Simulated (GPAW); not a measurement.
Runs of GPAW 26.7.0 on Ba2Tl5V3O12. It takes space group R-3m (No. 166, trigonal). Conventional cell: a = 8.474 Å, b = 8.474 Å, c = 18.385 Å, α = 90.00°, β = 90.00°, γ = 120.00°. Around Ba (site symmetry -3m) lie 12 O at 3.23 Å. Ba (site symmetry -3m) is surrounded by 12 O at 3.22 Å. V (site symmetry 2/m) is surrounded by 4 O at 1.82 Å. Around Tl (site symmetry 2/m) lie 4 O at 2.36 Å. Tl (site symmetry 3m) is surrounded by 3 V at 2.80 Å and 6 O at 2.84 Å and 3 Tl at 2.98 Å. O (site symmetry 1) has 1 V at 1.82 Å as nearest neighbours. The cell was built by a generator and needn't be a form met in nature.

```tsv
level	spin	k mesh	band points	spin axis theta (degrees)	spin axis phi (degrees)	soc after scf	eigensolver	pressure (GPa)	moment (μB)	largest force (eV/Å)
PBE	collinear, ferromagnetic start	3 × 3 × 3	100	-	-	-	-	0.4	(b)	(a)
PBE	collinear, ferromagnetic start, SOC	4 × 4 × 4	60	0	0	second variation	-	0.4	1.11	0.27
PBE	collinear, ferromagnetic start	4 × 4 × 4	60	-	-	-	-	0.4	1.11	0.27
TPSS	collinear, ferromagnetic start	3 × 3 × 3	100	-	-	-	davidson	-1.3	1.22	0.44
```

Alike in all rows: task band structure; potentials or basis GPAW PAW data sets (gpaw-data 1.2.1), pw; cell as given; cutoff (eV) 800; smearing fermi-dirac 0.05 eV.

Estimate the missing entries.

(a) 0.28; (b) 1.17.

Caveats: spin-orbit coupling was added after a scalar SCF, so levels and gaps hold it while energy, forces, pressure and moments don't (some runs); the PAW data sets were made with another functional, which shifts forces and pressure a little (some runs).
